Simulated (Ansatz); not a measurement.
# CH7GeNS: a ladder of functionals and wavefunction methods

How much do the methods differ for CH7GeNS? The plan is to run it at one geometry with functionals of several rungs and with coupled cluster, and see how far each lands from CCSD(T) at the basis-set limit for the atomisation energy.

Program: Ansatz 0.2.0, Gaussian basis. Level of theory: functionals in def2-TZVPP, the program's frozen cores in correlated methods. These are calculated values, not measurements.

Plan: PBE-D4, r2SCAN-D4, PBE0-D4, B3LYP-D4, ωB97X-V, ωB97M-V, B2PLYP; CCSD(T)/def2-TZVPP; MP2/def2-QZVPP; extrapolation to the limit.

### Step 1. The geometry

The geometry comes from an earlier relaxation with PBE0-D4 in a triple-zeta def2 set; it is a stationary point, not always the lowest conformer.

SMILES `SC[NH][GeH3]`, 11 atoms, charge 0, spin multiplicity 1.

Atoms are counted from 1 here; the program's logs count them from 0.

Bond lengths: S1–C2 1.843 Å, S1–H5 1.343 Å, C2–N3 1.427 Å, C2–H6 1.091 Å, C2–H7 1.093 Å, N3–Ge4 1.844 Å, N3–H8 1.011 Å, Ge4–H9 1.546 Å, Ge4–H10 1.536 Å, Ge4–H11 1.533 Å. Angles: C2–S1–H5 96.9°, S1–C2–N3 117.8°, S1–C2–H6 107.9°, S1–C2–H7 102.8°, N3–C2–H6 109.8°, N3–C2–H7 110.7°, H6–C2–H7 107.2°, C2–N3–Ge4 119.9°, C2–N3–H8 111.8°, Ge4–N3–H8 113.6°, N3–Ge4–H9 113.7°, N3–Ge4–H10 106.0°, N3–Ge4–H11 106.5°, H9–Ge4–H10 108.9°, H9–Ge4–H11 109.7°, H10–Ge4–H11 112.0°.

### Step 2. PBE-D4 (GGA)

The input, in.yaml:

```yaml
crystal:
  periodic: [false, false, false]
  atoms:
    - {symbol: S, position_ang: [-1.561009, 1.630526, -0.593556]}
    - {symbol: C, position_ang: [0.168553, 1.029277, -0.799594]}
    - {symbol: N, position_ang: [0.392509, -0.379297, -0.753706]}
    - {symbol: Ge, position_ang: [0.390275, -1.259000, 0.867024]}
    - {symbol: H, position_ang: [-1.690558, 1.307141, 0.703095]}
    - {symbol: H, position_ang: [0.788247, 1.526740, -0.051830]}
    - {symbol: H, position_ang: [0.451125, 1.434022, -1.775185]}
    - {symbol: H, position_ang: [-0.117363, -0.864711, -1.479248]}
    - {symbol: H, position_ang: [-0.973716, -1.221533, 1.592791]}
    - {symbol: H, position_ang: [1.437854, -0.547066, 1.736622]}
    - {symbol: H, position_ang: [0.779484, -2.713100, 0.574285]}
basis:
  gaussian: {orbitals: def2-TZVPP}
hamiltonian: {xc: pbe, dispersion: d4}
output: {forces: true, orbitals: {seedname: orbitals}}
```

Command:

```
ansatz run in.yaml --threads 4 --pin off --events-out ev --progress --plain --max-ram 10444MiB
```

The runs that follow: r2SCAN-D4 (meta-GGA); PBE0-D4 (hybrid); B3LYP-D4 (hybrid); ωB97X-V (range-separated); ωB97M-V (range-separated); B2PLYP (double hybrid); CCSD(T) in def2-TZVPP; MP2 in def2-QZVPP.

Before running them: what should the planned runs give, taken together? Wanted: atomisation energy, CCSD(T)/CBS; farthest; mean size of error, hybrid; mean size of error, range-separated; gap, smallest and largest; T1 diagnostic; triples share of the correlation energy.

The runs gave:

| quantity | value |
| --- | --- |
| atomisation energy, CCSD(T)/CBS | 3461.6 kJ/mol |
| functionals within 34.6 kJ/mol (1.0 %) | r2SCAN-D4, PBE0-D4, B3LYP-D4, ωB97X-V, ωB97M-V |
| farthest | B2PLYP (-56.9 kJ/mol) |
| mean size of error, hybrid | 13.8 kJ/mol |
| mean size of error, range-separated | 10.0 kJ/mol |
| gap, smallest and largest | 4.67 eV (PBE-D4), 11.17 eV (ωB97X-V) |
| T1 diagnostic | 0.0114 |
| triples share of the correlation energy | 3.9 % |

PBE-D4 misses by +37.4 kJ/mol. Double hybrids carry the basis error of their MP2 part in triple zeta, and no dispersion term here, so their miss is partly the set-up's. Misses under about 34.6 kJ/mol are within the doubt on the reference itself, which lacks core-valence correlation, relativity and higher excitations, and its outer-core shells are covered unevenly. Hartree-Fock recovers 69 % of the binding; the rest is correlation. Orbital gaps span 4.7 to 11.2 eV; exact exchange widens them. Correlated methods include outer-core shells of Ge, which these sets cover unevenly.
